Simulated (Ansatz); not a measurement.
# FH2ISn, SMILES [F][SnH2][I]: a single point in a Gaussian basis

Program: the Ansatz DFT code, driven from Python.

Notebook, run cell by cell (the value of a cell's last expression is shown):

In [1]:
```python
import ansatz
import numpy as np
```

In [2]:
```python
BASIS = "x2c-TZVPPall"
```

In [3]:
```python
mol = (
    ansatz.Crystal.molecule()
    .atom("F", (-0.9908, 0.0111, 1.6955))
    .atom("Sn", (-0.1439, 0.1181, -0.0383))
    .atom("I", (1.9212, -1.6308, -0.0514))
    .atom("H", (-1.1945, -0.3069, -1.3058))
    .atom("H", (0.458, 1.7349, -0.3413))
)

model = (
    mol.calculation()
    .basis(gaussian=BASIS)
    .functional(ansatz.LibraryFunctional("wB97M-V"))
    .forces()
)
data = model.session().plan(threads=1).execute().report
```

In [4]:
```python
print(f"E = {data['free_energy_ev']:.6f} eV = {data['free_energy_ev'] / 27.211386246:.7f} Ha")
print("converged:", data["converged"], " doubts:", data["published_state_doubts"] or "none")
```
```text
E = -364435.530285 eV = -13392.7587147 Ha
converged: True  doubts: none
```

In [5]:
```python
state = data["mean_field"]["state"]
print(f"mean field: {state['energy']['hartree']:.7f} Ha, <S^2> = {abs(state['spin_squared']):.4f}, stability: {state.get('stability', {}).get('kind')}")
```
```text
mean field: -13392.7587147 Ha, <S^2> = 0.0000, stability: minimum
```

In [6]:
```python
symbols = [site.symbol for site in mol.cartesian_sites]
print("forces (eV/A)")
for symbol, f in zip(symbols, data["forces_ev_ang"]):
    print(f"  {symbol:2s} {f[0]:9.4f} {f[1]:9.4f} {f[2]:9.4f}")
```
```text
forces (eV/A)
  F     0.1574    0.0354   -0.4150
  Sn    0.6623    0.4003   -0.4022
  I    -0.4395    0.3487    0.1089
  H    -0.1568   -0.1447    0.2769
  H    -0.2235   -0.6397    0.4315
```

In [7]:
```python
charges = data["charge_distribution"]
print("dipole moment", round(4.803205 * float(np.linalg.norm(charges["dipole_moment_e_ang"])), 3), "D")
print("Mulliken:", [(s, round(q, 3)) for s, q in zip(symbols, charges["mulliken_charges_e"])])
```
```text
dipole moment 2.272 D
Mulliken: [('F', -0.464), ('Sn', 0.85), ('I', -0.228), ('H', -0.078), ('H', -0.08)]
```

Notes:
- The settings weren't tested for convergence.
- The geometry is a force-field or estimated start, not a minimum of this method, and the basis set is short of its limit.
- Timing: 41 s on 1 thread of Arm Neoverse V1, on a shared host, peak memory 0.78 GiB.

(Lines on the test bed's own set-up are left out of the output.)
